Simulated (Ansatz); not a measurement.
# LiSi2: a trial structure relaxed

Where does this trial cell of LiSi2 go when cell and atoms are let free?

Method: DFT PBE, scalar-relativistic, plane waves, PAW, in Ansatz 0.2.0.

**1. The system as given**

The structure is monoclinic, space group C2/m (No. 12). The conventional cell has a = 6.023 Å, b = 3.394 Å, c = 4.201 Å, α = 90.00°, β = 91.70°, γ = 90.00°. Around Li (site symmetry 2/m) lie 6 Si at 2.36 to 2.40 Å. Around Si (site symmetry m) lie 3 Li at 2.36 to 2.40 Å and 2 Si at 2.42 Å.

Cell or atoms stand a little off a more symmetric structure (P-3m1 at a tolerance of 0.3 Å), so results at this geometry aren't those of that ideal crystal.

As a file:

```cif
data_structure
_symmetry_space_group_name_H-M 'P 1'
_symmetry_Int_Tables_number 1
_cell_length_a 3.4566
_cell_length_b 3.4566
_cell_length_c 4.2006
_cell_angle_alpha 91.484
_cell_angle_beta 91.484
_cell_angle_gamma 58.800
_cell_volume 42.91
loop_
_atom_site_label
_atom_site_type_symbol
_atom_site_fract_x
_atom_site_fract_y
_atom_site_fract_z
_atom_site_occupancy
Li1 Li 0.00000 0.00000 0.00000 1
Si1 Si 0.31769 0.31769 0.68403 1
Si2 Si 0.68231 0.68231 0.31597 1
```

Recipe of the guess: 5-, 6-connected net, elements by coordination (C2/m, No. 12). The dimensions are guesses.

**2. Probe: one point on a coarse mesh**

input.yaml reads:

```yaml
crystal:
  lattice:
    - [3.01143952, -1.69685447, 0.0]
    - [3.01143952, 1.69685447, 0.0]
    - [-0.12482968, 0.0, 4.19869648]
  atoms:
    - { symbol: Li, position: [0.0, 0.0, 0.0] }
    - { symbol: Si, position: [0.317687, 0.317687, 0.68403202] }
    - { symbol: Si, position: [0.682313, 0.682313, 0.31596798] }
basis:
  ecutwfc: 420
kpoints:
  mp_grid: { grid: [6, 6, 4] }
hamiltonian:
  xc: pbe
scf:
  occupations: { method: gaussian, width: 0.1 }
  lower_state_search: "off"
output:
  forces: true
  stress: true
  eigenvalues: true
```

Run with:

```sh
> ansatz run input.yaml --threads 1 --pin off --max-ram 2560MiB --backend cpu --events-out ev --progress --plain --runs-dir out
```

Further runs follow: coarse relaxation; final relaxation.

**Question.** What will these runs give? Wanted: conventional cell; volume; energy over the elements; gap on the mesh.

The runs gave:

| quantity | value |
| --- | --- |
| symmetry at the end (tolerance 0.05 Å) | space group P-3m1 (No. 164) |
| conventional cell | a = 3.811 Å, b = 3.811 Å, c = 4.424 Å, α = 90.00°, β = 90.00°, γ = 120.00° |
| volume | 18.54 Å³/atom |
| energy over the elements | +0.06 eV/atom |
| gap on the mesh | none (metal) |

What this shows: The symmetry goes from space group C2/m (No. 12) to space group P-3m1 (No. 164), and the volume per atom grows by 29.6 % from the first guess. With a positive formation energy it can't be a ground state. No finished test with a distortion of lower symmetry is shown, so the end may be a saddle point.
